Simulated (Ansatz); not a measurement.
# Zn4S4 wurtzite atom sphere (Zn4H14S4): geometry, orbitals and charge

Aim: characterise Zn4S4 wurtzite atom sphere (Zn4H14S4) as a singlet: its structure, frontier levels and distribution of charge.

Program: Ansatz 0.2.0, Gaussian basis. Level of theory: RKS PBE0-D4/def2-TZVP. These are calculated values, not measurements.

The runs, in order: relaxation at PBE-D4/def2-SVP; a single point at PBE0-D4/def2-TZVP.

1 further run of the same task is left out (set aside as unsound or not needed).

## (1) The system as given

22 atoms, charge 0, spin multiplicity 1.

Atoms are counted from 1 here; the program's logs count them from 0.

Bond lengths: Zn1–S4 2.571 Å, Zn1–H9 1.571 Å, Zn1–H10 1.571 Å, S2–Zn6 2.521 Å, S2–H11 1.312 Å, S2–H12 1.313 Å, Zn3–S4 2.571 Å, Zn3–H13 1.571 Å, Zn3–H14 1.570 Å, S4–Zn7 2.571 Å, S4–H15 1.323 Å, S5–Zn6 2.519 Å, S5–H16 1.313 Å, S5–H17 1.312 Å, Zn6–S8 2.518 Å, Zn6–H18 1.511 Å, Zn7–H19 1.571 Å, Zn7–H20 1.571 Å and more. Angles: S4–Zn1–H9 110.9°, S4–Zn1–H10 110.8°, H9–Zn1–H10 137.9°, Zn6–S2–H11 108.1°, Zn6–S2–H12 107.8°, H11–S2–H12 93.8°, S4–Zn3–H13 110.9°, S4–Zn3–H14 110.8°, H13–Zn3–H14 137.8°, Zn1–S4–Zn3 119.4°, Zn1–S4–Zn7 119.6°, Zn1–S4–H15 94.0°, Zn3–S4–Zn7 119.6°, Zn3–S4–H15 93.8°, Zn7–S4–H15 93.8°, Zn6–S5–H16 108.0°, Zn6–S5–H17 107.7°, H16–S5–H17 94.1° and more.

The start is a GFN1-xTB geometry.

## (2) Relaxation at PBE-D4/def2-SVP

Input file in.yaml:

```yaml
crystal:
  periodic: [false, false, false]
  atoms:
    - {symbol: Zn, position_ang: [-2.227150, -1.280390, -1.598340]}
    - {symbol: S, position_ang: [-1.802300, -1.042720, 1.146850]}
    - {symbol: Zn, position_ang: [2.213440, -1.293980, -1.601850]}
    - {symbol: S, position_ang: [-0.002580, -0.003200, -1.777190]}
    - {symbol: S, position_ang: [1.817710, -1.029130, 1.145180]}
    - {symbol: Zn, position_ang: [0.005930, 0.009550, 2.553720]}
    - {symbol: Zn, position_ang: [0.004030, 2.561860, -1.608690]}
    - {symbol: S, position_ang: [0.000960, 2.093680, 1.140300]}
    - {symbol: H, position_ang: [-1.986440, -2.832250, -1.642690]}
    - {symbol: H, position_ang: [-3.444340, -0.288390, -1.636260]}
    - {symbol: H, position_ang: [-1.999130, -2.264050, 1.583910]}
    - {symbol: H, position_ang: [-2.959300, -0.604690, 1.586170]}
    - {symbol: H, position_ang: [1.962020, -2.844530, -1.617020]}
    - {symbol: H, position_ang: [3.436850, -0.312580, -1.669800]}
    - {symbol: H, position_ang: [-0.001550, -0.004790, -3.099840]}
    - {symbol: H, position_ang: [2.004280, -2.257930, 1.567560]}
    - {symbol: H, position_ang: [2.971470, -0.598970, 1.598720]}
    - {symbol: H, position_ang: [0.004630, 0.005350, 4.064330]}
    - {symbol: H, position_ang: [-1.462820, 3.123470, -1.648030]}
    - {symbol: H, position_ang: [1.473010, 3.116270, -1.648880]}
    - {symbol: H, position_ang: [-0.963690, 2.870470, 1.574910]}
    - {symbol: H, position_ang: [0.954970, 2.876950, 1.586950]}
basis:
  gaussian: {orbitals: def2-SVP}
hamiltonian: {xc: pbe, dispersion: d4}
scf: {lower_state_search: "off"}
output: {orbitals: {seedname: orbitals}}
relax: {f_tol: 0.03, max_steps: 70}
```

The run is started by

```bash
ansatz run in.yaml --threads 2 --pin off --events-out ev --progress --plain --max-ram 20480MiB --backend cuda --devices 0, --max-vram 18GiB
```

Further steps of the session: Single point, PBE0-D4/def2-TZVP.

Q: Predict the results of all the runs planned. Wanted: point group; commonest bond, hydrogen aside; HOMO, LUMO at PBE0-D4/def2-TZVP; dipole at PBE-D4/def2-SVP.

**Answer**, as computed:

```
                       quantity                           value
                    point group                              C3
 commonest bond, hydrogen aside  S–Zn, 6 of mean length 2.494 Å
HOMO, LUMO at PBE0-D4/def2-TZVP                 -7.16, -1.01 eV
      dipole at PBE-D4/def2-SVP                          6.86 D
```

**Reading.** The relaxation broke 3 and made 0 bonds, so the end is another structure than the start. No usable vibrations, so a minimum isn't proven. Whether this spin is the lowest isn't tested here. The point group is read from a loosely relaxed geometry; soft torsions can leave it below the true symmetry.
